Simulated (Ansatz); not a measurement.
# HBr: the cost of one run

Computed with Ansatz 0.2.0 (DFT r2SCAN, scalar-relativistic, plane waves, PAW, unless a step's input says otherwise).

## 1. The system as given

Symmetry: Fmmm, No. 69, orthorhombic system. Conventional cell: a = 5.555 Å, b = 5.640 Å, c = 6.063 Å, α = 90.00°, β = 90.00°, γ = 90.00°. H (site symmetry mmm) has 6 Br at 2.78 to 3.03 Å in its first shell of neighbours. Br (site symmetry mmm) is surrounded by 6 H at 2.78 to 3.03 Å.

Structure file:

```cif
data_structure
_symmetry_space_group_name_H-M 'Fmmm'
_symmetry_Int_Tables_number 69
_cell_length_a 5.5550
_cell_length_b 5.6400
_cell_length_c 6.0630
_cell_angle_alpha 90.000
_cell_angle_beta 90.000
_cell_angle_gamma 90.000
_cell_volume 189.96
loop_
_atom_site_label
_atom_site_type_symbol
_atom_site_symmetry_multiplicity
_atom_site_Wyckoff_symbol
_atom_site_fract_x
_atom_site_fract_y
_atom_site_fract_z
_atom_site_occupancy
H1 H 4 a 0.00000 0.00000 0.00000 1
Br1 Br 4 b 0.50000 0.00000 0.00000 1
```

Source of the structure: the Crystallography Open Database.

## 2. Quick check of gap, pressure and forces

input.yaml

```yaml
crystal:
  lattice:
    - [0.0, 2.82, 3.0315]
    - [2.7775, 0.0, 3.0315]
    - [2.7775, 2.82, 0.0]
  atoms:
    - { symbol: H, position: [0.0, 0.0, 0.0] }
    - { symbol: Br, position: [0.5, 0.5, 0.5] }
basis:
  ecutwfc: 500
kpoints:
  mp_grid: { grid: [6, 6, 6] }
hamiltonian:
  xc: r2scan
scf:
  occupations: { method: gaussian, width: 0.1 }
output:
  forces: true
  stress: true
  eigenvalues: true
```

Started as:

```console
> ansatz run input.yaml --threads 1 --pin off --max-ram 2560MiB --backend cpu --events-out ev --progress --plain --runs-dir out
```

What time and memory should one allow on 1 thread of Arm Neoverse V1, shared host?

About 4.7 s, with a peak of 0.4 GiB.
